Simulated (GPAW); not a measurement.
Ag in GPAW: the effect of functional

Crystal: Ag, a slab with vacuum.

```
CELL_PARAMETERS angstrom
2.88938 0.00000 0.00000
0.00000 2.88938 0.00000
0.00000 0.00000 25.21550
ATOMIC_POSITIONS crystal
Ag 0.50000 0.50000 0.29744
Ag 0.00000 0.00000 0.37846
Ag 0.50000 0.50000 0.45949
Ag 0.00000 0.00000 0.54051
Ag 0.50000 0.50000 0.62154
Ag 0.00000 0.00000 0.70256
```

The slab is cut from a database's or a generator's crystal, which needn't be the stable form of the element.

The cell isn't the ideal one: the (1 0 0) slab of Ag, cut from the database cell, not relaxed.

Alike in all runs:

```yaml
Program: GPAW 26.7.0
Task: single point
Cutoff: 450 eV
Basis: pw
k_mesh: 9 × 9 × 1
Occupations: fermi-dirac, width 0.05 eV
Spin: no spin polarisation
```

Task: One run gave: largest force 0.54 eV/Å; work function 4.74 eV. Which functional did it use?
A. WC
B. LDA
C. PBE
D. r2SCAN
E. RPBE

Result: B.

```csv
functional,potentials or basis,largest force (eV/Å),work function (eV)
LDA,the program's PAW data sets (release 1.2.1) made for this functional,0.54,4.74
PBE,GPAW PAW data sets (gpaw-data 1.2.1),0.17,4.31
PBEsol,PAW data sets generated in the run's folder for this functional,0.29,4.44
RPBE,the program's PAW data sets (release 1.2.1) made for this functional,0.30,4.10
r2SCAN,GPAW PAW data sets (gpaw-data 1.2.1),0.18,4.26
vdW-DF-cx,GPAW PAW data sets (gpaw-data 1.2.1),0.14,4.44
BEEF-vdW,GPAW PAW data sets (gpaw-data 1.2.1),0.48,4.43
revPBE,the program's PAW data sets (release 1.2.1) made for this functional,0.25,4.13
WC,PAW data sets generated in the run's folder for this functional,0.26,4.42
```

Caveats: the PAW data sets were made with another functional, which shifts forces and pressure a little (some runs).

Not every run made on this cell is shown here.
